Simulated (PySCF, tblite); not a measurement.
# methylarsine (CH₅As): dynamics, then NMR shifts on frames

Aim: move methylarsine (CH₅As) (`C[AsH2]`) away from its starting geometry and see how NMR shifts follow the geometry.

Computed with tblite 0.8.0 and PySCF 2.14.0, with density-fitted response routines of our own, on a single molecule in the gas phase. Atoms are numbered from 0 throughout.

## (1) The starting structure

7 atoms, charge 0, multiplicity 1; geometry from: GFN2-xTB.

Bonds of the start (Å): C0–As1 1.97, C0–H2 1.09, C0–H3 1.09, C0–H4 1.09, As1–H5 1.50, As1–H6 1.50.

## (2) A short Langevin run with GFN2-xTB

The job: settings as JSON, then the geometry in Å.

```
{"job": {"kind": "md", "xc": "GFN2-xTB", "basis": "xTB", "temperature": 200, "steps": 2000, "every": 50, "frames": 5}, "charge": 0, "multiplicity": 1}
C     -0.764800    -0.125484    -0.053867
As     1.096098     0.076963    -0.681754
H     -1.398073     0.608750    -0.551557
H     -1.131748    -1.117325    -0.317370
H     -0.851256     0.006931     1.022267
H      1.365550     1.309213     0.133955
H      1.687563    -0.754142     0.421248
```

With the program's defaults for keys left out, this is: GFN2-xTB Langevin dynamics, gas phase.

On the command line:

```bash
> OMP_NUM_THREADS=1 python probes_run.py task.json out
```

One launch serves the whole session: the jobs run in the order shown.

The log of the run:

```text
t/fs     T/K      E/eV
    0.0   161.8   -191.52818
   25.0   129.3   -191.39432
   50.0   157.9   -191.42062
   75.0   188.9   -191.44826
  100.0   192.3   -191.45015
  125.0   208.3   -191.33452
  150.0   380.2   -191.43409
  175.0   315.1   -191.33181
  200.0   337.1   -191.37896
  225.0   281.2   -191.38003
  250.0   298.0   -191.41126
  275.0   162.5   -191.34032
  300.0   284.4   -191.41627
  325.0   228.9   -191.34369
  350.0   233.2   -191.38401
  375.0   221.8   -191.30697
  400.0   316.9   -191.32243
  425.0   256.3   -191.30227
  450.0   413.1   -191.40575
  475.0   212.2   -191.41346
  500.0   209.9   -191.39991
  525.0   214.0   -191.43167
  550.0   170.8   -191.41567
  575.0    98.1   -191.41536
  600.0    99.0   -191.38635
  625.0   215.4   -191.47239
  650.0   147.2   -191.41721
  675.0   148.6   -191.40089
  700.0   150.6   -191.38172
  725.0   103.3   -191.42764
  750.0   160.9   -191.44304
  775.0    83.9   -191.38065
  800.0   101.0   -191.36891
  825.0   156.5   -191.46864
  850.0   130.8   -191.44689
  875.0   140.1   -191.45198
  900.0   191.9   -191.46266
  925.0   274.5   -191.47606
  950.0   162.4   -191.40420
  975.0    84.3   -191.35698
 1000.0   225.3   -191.47907
```

Run time: 5.7 s. Hardware: 1 thread, shared host.

Distance from the start (root mean square after alignment): 0 fs 0.00 Å, 200 fs 0.07 Å, 400 fs 0.13 Å, 600 fs 0.18 Å, 800 fs 0.10 Å, 1000 fs 0.09 Å.

Positions (Å) and forces (eV/Å) at 1000 fs:

```xyz
7

C    -1.562   -0.627    0.793    0.528    0.910   -0.518
As    0.029    0.211   -0.158   -0.386   -0.366    0.361
H    -1.924   -1.432    0.178   -0.042   -0.451   -0.059
H    -1.243   -0.962    1.762    0.170   -0.385    0.264
H    -2.376    0.071    0.942   -0.080    0.271   -0.059
H    -0.767    1.111   -1.047   -0.114    0.025   -0.004
H     0.199    1.345    0.813   -0.077   -0.006    0.016
```

## (3) Shielding tensors: 250 fs, PBE0/pcSseg-1

The job: settings as JSON, then the geometry in Å.

```
{"job": {"kind": "nmr", "xc": "PBE0", "basis": "pcSseg-1", "pop": false}, "charge": 0, "multiplicity": 1}
C     -1.013600     0.213100     0.407500
As     0.650100    -0.287300    -0.492900
H     -1.818000     0.459600    -0.265600
H     -1.415500    -0.600700     1.045600
H     -0.719100     1.033800     1.093000
H      1.193200     1.143500    -0.412500
H      1.440600    -0.633700     0.710800
```

With the program's defaults for keys left out, this is: GIAO PBE0/pcSseg-1 NMR shielding, non-relativistic, gas phase.

The log of the run:

```text
coarse grid: 24872 points
cycle   1  E = -2276.3768194652  dE = -9.215e-01  |g| = 7.003e-01  |ddm| = 2.274e+00
cycle   2  E = -2276.3715459944  dE =  5.273e-03  |g| = 5.405e-01  |ddm| = 4.747e-01
cycle   3  E = -2276.4013432712  dE = -2.980e-02  |g| = 1.157e-01  |ddm| = 3.761e-01
cycle   4  E = -2276.4042228274  dE = -2.880e-03  |g| = 2.673e-02  |ddm| = 1.225e-01
cycle   5  E = -2276.4043972617  dE = -1.744e-04  |g| = 3.603e-03  |ddm| = 2.125e-02
cycle   6  E = -2276.4043997804  dE = -2.519e-06  |g| = 6.092e-04  |ddm| = 5.347e-03
final grid: 51144 points
cycle   7  E = -2276.4043798027  dE = -5.392e-08  |g| = 7.231e-04  |ddm| = 2.064e-03
cycle   8  E = -2276.4043797948  dE =  7.869e-09  |g| = 8.945e-04  |ddm| = 1.798e-03
cycle   9  E = -2276.4043799059  dE = -1.110e-07  |g| = 5.581e-05  |ddm| = 7.997e-04
cycle  10  E = -2276.4043799069  dE = -1.087e-09  |g| = 1.181e-05  |ddm| = 8.645e-05
cycle  11  E = -2276.4043799070  dE = -1.819e-11  |g| = 1.559e-06  |ddm| = 1.144e-05
converged SCF energy = -2276.4043799070

GIAO shielding tensors (ppm)
atom      isotropic    diamagn.    paramagn.     s11        s22        s33       span
  0 C      191.435     248.424     -56.989    173.761    195.915    204.630     30.869
  1 As    1717.489    2874.609   -1157.120   1542.727   1671.179   1938.559    395.832
  2 H       31.252      29.509       1.743     25.917     28.369     39.470     13.553
  3 H       30.716      28.925       1.791     25.223     27.956     38.969     13.746
  4 H       29.003      29.041      -0.038     21.023     27.893     38.095     17.073
  5 H       28.150      28.789      -0.639     20.952     24.479     39.019     18.067
  6 H       28.843      29.714      -0.871     21.945     24.343     40.242     18.297
```

Run time: 4.7 s. Hardware: 1 thread, shared host.

Shifts follow as δ = σ(reference) − σ, with reference shieldings (ppm) from runs at the same level and on the same kind of geometry: ¹H TMS 31.72, ¹³C TMS 186.9, ⁷⁵As AsH3 1989. The references are single molecules in the gas phase. Shifts against hydride references such as AlH4− lie on their own scale. Each atom is listed at this fixed geometry, with no averaging over motion; a spectrum would average atoms that exchange fast.

```
atoms                               environment  σ (ppm)  δ (ppm)
   C0                methyl carbon bonded to As    191.4     -4.5
   H5        hydrogen on an arsenic bonded to C    28.15     3.57
   H6        hydrogen on an arsenic bonded to C    28.84     2.87
   H4  hydrogen on a methyl carbon bonded to As    29.00     2.71
   H3  hydrogen on a methyl carbon bonded to As    30.72     1.00
   H2  hydrogen on a methyl carbon bonded to As    31.25     0.47
  As1                  arsenic bonded to C, 2 H     1717      271
```

## (4) Shielding tensors: 425 fs, PBE0/pcSseg-1

The job: settings as JSON, then the geometry in Å.

```
{"job": {"kind": "nmr", "xc": "PBE0", "basis": "pcSseg-1", "pop": false}, "charge": 0, "multiplicity": 1}
C     -1.557900    -0.053200     0.270100
As     0.254600    -0.251000    -0.371900
H     -2.276700    -0.512900    -0.469600
H     -1.613900    -0.569400     1.185500
H     -2.015300     0.948700     0.283800
H      0.403900     0.917800    -1.310600
H      0.734900     0.702200     0.668500
```

Method: GIAO PBE0/pcSseg-1 NMR shielding, non-relativistic, gas phase.

The log of the run:

```text
coarse grid: 24872 points
cycle   1  E = -2276.3707147266  dE = -8.841e-01  |g| = 7.034e-01  |ddm| = 2.286e+00
cycle   2  E = -2276.3646665227  dE =  6.048e-03  |g| = 5.478e-01  |ddm| = 4.838e-01
cycle   3  E = -2276.3961596613  dE = -3.149e-02  |g| = 1.154e-01  |ddm| = 3.803e-01
cycle   4  E = -2276.3990428353  dE = -2.883e-03  |g| = 2.634e-02  |ddm| = 1.204e-01
cycle   5  E = -2276.3992079489  dE = -1.651e-04  |g| = 3.615e-03  |ddm| = 2.077e-02
cycle   6  E = -2276.3992104834  dE = -2.534e-06  |g| = 6.080e-04  |ddm| = 5.420e-03
final grid: 51144 points
cycle   7  E = -2276.3992048053  dE = -2.892e-08  |g| = 7.131e-04  |ddm| = 1.905e-03
cycle   8  E = -2276.3992047966  dE =  8.739e-09  |g| = 8.820e-04  |ddm| = 1.761e-03
cycle   9  E = -2276.3992049063  dE = -1.097e-07  |g| = 5.437e-05  |ddm| = 7.990e-04
cycle  10  E = -2276.3992049073  dE = -9.927e-10  |g| = 1.063e-05  |ddm| = 8.460e-05
converged SCF energy = -2276.3992049073

GIAO shielding tensors (ppm)
atom      isotropic    diamagn.    paramagn.     s11        s22        s33       span
  0 C      190.848     247.162     -56.314    184.071    186.760    201.713     17.642
  1 As    1798.671    2875.197   -1076.526   1578.061   1788.534   2029.416    451.355
  2 H       30.205      27.857       2.348     24.889     27.324     38.402     13.513
  3 H       31.983      29.906       2.077     25.930     28.943     41.075     15.146
  4 H       29.948      28.615       1.333     24.026     27.144     38.672     14.646
  5 H       28.781      29.218      -0.437     21.871     23.724     40.748     18.877
  6 H       28.856      29.838      -0.982     21.363     24.808     40.397     19.034
```

Run time: 3.7 s. Hardware: 1 thread, shared host.

In short: δ C0 -3.9, As1 190, H5 2.94, H6 2.86 ppm.

## (5) Nuclear shieldings: 625 fs, PBE0/pcSseg-1

The job: settings as JSON, then the geometry in Å.

```
{"job": {"kind": "nmr", "xc": "PBE0", "basis": "pcSseg-1", "pop": false}, "charge": 0, "multiplicity": 1}
C     -1.821200     0.012100    -0.385000
As     0.182600     0.265400    -0.270800
H     -2.067600    -0.749700    -1.119700
H     -2.121000    -0.319100     0.600400
H     -2.307300     0.969200    -0.636800
H      0.356400     0.845800    -1.598200
H      0.088700     1.619000     0.313200
```

With the program's defaults for keys left out, this is: GIAO PBE0/pcSseg-1 NMR shielding, non-relativistic, gas phase.

The log of the run:

```text
coarse grid: 24872 points
cycle   1  E = -2276.3792684668  dE = -9.298e-01  |g| = 6.979e-01  |ddm| = 2.263e+00
cycle   2  E = -2276.3730769803  dE =  6.191e-03  |g| = 5.413e-01  |ddm| = 4.634e-01
cycle   3  E = -2276.4025338302  dE = -2.946e-02  |g| = 1.217e-01  |ddm| = 3.820e-01
cycle   4  E = -2276.4057644174  dE = -3.231e-03  |g| = 2.779e-02  |ddm| = 1.303e-01
cycle   5  E = -2276.4059609106  dE = -1.965e-04  |g| = 3.720e-03  |ddm| = 2.234e-02
cycle   6  E = -2276.4059635330  dE = -2.622e-06  |g| = 6.094e-04  |ddm| = 5.539e-03
final grid: 51144 points
cycle   7  E = -2276.4059640208  dE = -2.392e-08  |g| = 6.965e-04  |ddm| = 1.817e-03
cycle   8  E = -2276.4059640101  dE =  1.068e-08  |g| = 8.670e-04  |ddm| = 1.691e-03
cycle   9  E = -2276.4059641133  dE = -1.032e-07  |g| = 5.876e-05  |ddm| = 7.718e-04
cycle  10  E = -2276.4059641144  dE = -1.087e-09  |g| = 1.483e-05  |ddm| = 8.445e-05
cycle  11  E = -2276.4059641145  dE = -6.185e-11  |g| = 8.823e-07  |ddm| = 1.427e-05
converged SCF energy = -2276.4059641145

GIAO shielding tensors (ppm)
atom      isotropic    diamagn.    paramagn.     s11        s22        s33       span
  0 C      187.494     247.827     -60.333    176.472    191.321    194.689     18.218
  1 As    1772.843    2875.842   -1102.998   1619.986   1729.177   1969.367    349.381
  2 H       30.981      28.993       1.988     25.725     28.023     39.196     13.471
  3 H       31.091      29.551       1.540     25.423     28.533     39.317     13.894
  4 H       29.598      28.235       1.362     22.975     27.674     38.144     15.169
  5 H       29.481      30.554      -1.073     22.131     24.619     41.694     19.563
  6 H       29.227      30.362      -1.136     21.814     24.717     41.149     19.335
```

Run time: 3.9 s. Hardware: 1 thread, shared host.

In short: δ C0 -0.6, As1 216, H6 2.49, H5 2.24 ppm.

## (6) Nuclear shieldings: 800 fs, PBE0/pcSseg-1

The job: settings as JSON, then the geometry in Å.

```
{"job": {"kind": "nmr", "xc": "PBE0", "basis": "pcSseg-1", "pop": false}, "charge": 0, "multiplicity": 1}
C     -1.576900    -0.412400     0.226100
As     0.116000     0.401400    -0.177200
H     -1.714700    -1.373200    -0.223600
H     -1.426400    -0.599500     1.276200
H     -2.467300     0.193700    -0.030400
H     -0.185000     0.935900    -1.513000
H     -0.342600     1.744900     0.360400
```

Method: GIAO PBE0/pcSseg-1 NMR shielding, non-relativistic, gas phase.

The log of the run:

```text
coarse grid: 24872 points
cycle   1  E = -2276.3733127227  dE = -8.570e-01  |g| = 7.050e-01  |ddm| = 2.294e+00
cycle   2  E = -2276.3678605168  dE =  5.452e-03  |g| = 5.475e-01  |ddm| = 4.833e-01
cycle   3  E = -2276.3994961685  dE = -3.164e-02  |g| = 1.134e-01  |ddm| = 3.774e-01
cycle   4  E = -2276.4022539058  dE = -2.758e-03  |g| = 2.472e-02  |ddm| = 1.190e-01
cycle   5  E = -2276.4024023962  dE = -1.485e-04  |g| = 3.487e-03  |ddm| = 1.998e-02
cycle   6  E = -2276.4024046638  dE = -2.268e-06  |g| = 5.900e-04  |ddm| = 5.074e-03
final grid: 51144 points
cycle   7  E = -2276.4024032825  dE = -2.620e-08  |g| = 6.878e-04  |ddm| = 1.735e-03
cycle   8  E = -2276.4024032742  dE =  8.321e-09  |g| = 8.493e-04  |ddm| = 1.674e-03
cycle   9  E = -2276.4024033723  dE = -9.806e-08  |g| = 5.019e-05  |ddm| = 7.549e-04
cycle  10  E = -2276.4024033731  dE = -8.540e-10  |g| = 9.820e-06  |ddm| = 7.875e-05
converged SCF energy = -2276.4024033731

GIAO shielding tensors (ppm)
atom      isotropic    diamagn.    paramagn.     s11        s22        s33       span
  0 C      191.961     249.078     -57.117    181.771    189.831    204.281     22.510
  1 As    1779.523    2875.378   -1095.855   1582.317   1766.648   1989.604    407.287
  2 H       31.597      30.056       1.541     26.398     28.461     39.933     13.535
  3 H       31.184      29.830       1.355     24.680     28.930     39.944     15.264
  4 H       29.634      28.176       1.458     23.060     27.272     38.571     15.511
  5 H       29.239      30.122      -0.883     22.047     24.206     41.465     19.418
  6 H       28.597      29.313      -0.716     21.417     24.597     39.778     18.361
```

It took 4.1 s on 1 thread, shared host.

In short: δ C0 -5.0, As1 209, H6 3.12, H5 2.48 ppm.

## (7) Nuclear shieldings: 1000 fs, PBE0/pcSseg-1

The job: settings as JSON, then the geometry in Å.

```
{"job": {"kind": "nmr", "xc": "PBE0", "basis": "pcSseg-1", "pop": false}, "charge": 0, "multiplicity": 1}
C     -1.562100    -0.626700     0.792600
As     0.029500     0.210600    -0.157800
H     -1.924300    -1.431700     0.178300
H     -1.242600    -0.962100     1.762100
H     -2.375900     0.070900     0.941700
H     -0.767300     1.110500    -1.047300
H      0.198500     1.344600     0.812600
```

Level: GIAO PBE0/pcSseg-1 NMR shielding, non-relativistic, gas phase.

The log of the run:

```text
coarse grid: 24872 points
cycle   1  E = -2276.3788550155  dE = -9.458e-01  |g| = 7.037e-01  |ddm| = 2.258e+00
cycle   2  E = -2276.3709432839  dE =  7.912e-03  |g| = 5.554e-01  |ddm| = 4.884e-01
cycle   3  E = -2276.4035049054  dE = -3.256e-02  |g| = 1.230e-01  |ddm| = 4.023e-01
cycle   4  E = -2276.4068804001  dE = -3.375e-03  |g| = 2.754e-02  |ddm| = 1.328e-01
cycle   5  E = -2276.4070710972  dE = -1.907e-04  |g| = 3.664e-03  |ddm| = 2.206e-02
cycle   6  E = -2276.4070736212  dE = -2.524e-06  |g| = 6.643e-04  |ddm| = 5.524e-03
final grid: 51144 points
cycle   7  E = -2276.4070498009  dE = -4.429e-08  |g| = 7.899e-04  |ddm| = 2.101e-03
cycle   8  E = -2276.4070497842  dE =  1.670e-08  |g| = 9.913e-04  |ddm| = 1.972e-03
cycle   9  E = -2276.4070499231  dE = -1.389e-07  |g| = 6.580e-05  |ddm| = 8.973e-04
cycle  10  E = -2276.4070499245  dE = -1.404e-09  |g| = 1.633e-05  |ddm| = 9.640e-05
cycle  11  E = -2276.4070499246  dE = -8.504e-11  |g| = 1.151e-06  |ddm| = 1.565e-05
converged SCF energy = -2276.4070499246

GIAO shielding tensors (ppm)
atom      isotropic    diamagn.    paramagn.     s11        s22        s33       span
  0 C      188.555     246.951     -58.397    179.701    191.394    194.569     14.868
  1 As    1755.379    2875.546   -1120.167   1601.920   1717.752   1946.466    344.546
  2 H       31.309      29.312       1.997     25.733     28.502     39.692     13.958
  3 H       31.349      29.418       1.931     25.842     28.441     39.765     13.923
  4 H       30.363      28.914       1.448     24.062     28.152     38.875     14.813
  5 H       28.838      29.739      -0.900     21.748     24.251     40.516     18.769
  6 H       28.789      29.652      -0.863     21.792     24.290     40.285     18.492
```

It took 5.1 s on 1 thread, shared host.

Key values: δ C0 -1.6, As1 233, H6 2.93, H5 2.88 ppm.

## (8) Side by side: NMR shifts

Shifts (ppm), with basis size and wall time:

```
  frame    C0    H5    H6    H4     H3    H2  As1  functions   time
 250 fs  -4.5  3.57  2.87  2.71   1.00  0.47  271         83  4.7 s
 425 fs  -3.9  2.94  2.86  1.77  -0.27  1.51  190         83  3.7 s
 625 fs  -0.6  2.24  2.49  2.12   0.63  0.74  216         83  3.9 s
 800 fs  -5.0  2.48  3.12  2.08   0.53  0.12  209         83  4.1 s
1000 fs  -1.6  2.88  2.93  1.35   0.37  0.41  233         83  5.1 s
```

## (9) Outcome

| quantity | value |
| --- | --- |
| thermostat | 200 K |
| mean temperature, second half | 156 K |
| mean potential energy above the minimum | 0.10 eV |
| ¹³C shifts against TMS (PBE0/pcSseg-1, 250 fs) | -4.5 ppm |
| ¹H shifts against TMS (PBE0/pcSseg-1, 250 fs) | 3.57, 2.87, 2.71, 1.00, 0.47 ppm |
| ⁷⁵As shifts against AsH3 (PBE0/pcSseg-1, 250 fs) | 271 ppm |
| range of the shift of As1 | 190 to 271 ppm |

What this shows: In the second half the potential energy averages 0.10 eV above the minimum; equipartition over 15 harmonic modes at 200 K would give 0.13 eV. With 7 atoms the temperature swings widely (84 to 413 K). Shifts at one fixed geometry are not the observed spectrum, which averages over the motion. In the first frame run (250 fs): The widest tensor belongs to As1: span 396 ppm, with a paramagnetic part of -1157 ppm. Across the 5 runs the shift of As1 moves most, between 190 (425 fs) and 271 ppm (250 fs). Spin-orbit coupling is left out, which matters for shieldings and couplings at and beside the heavy atoms.
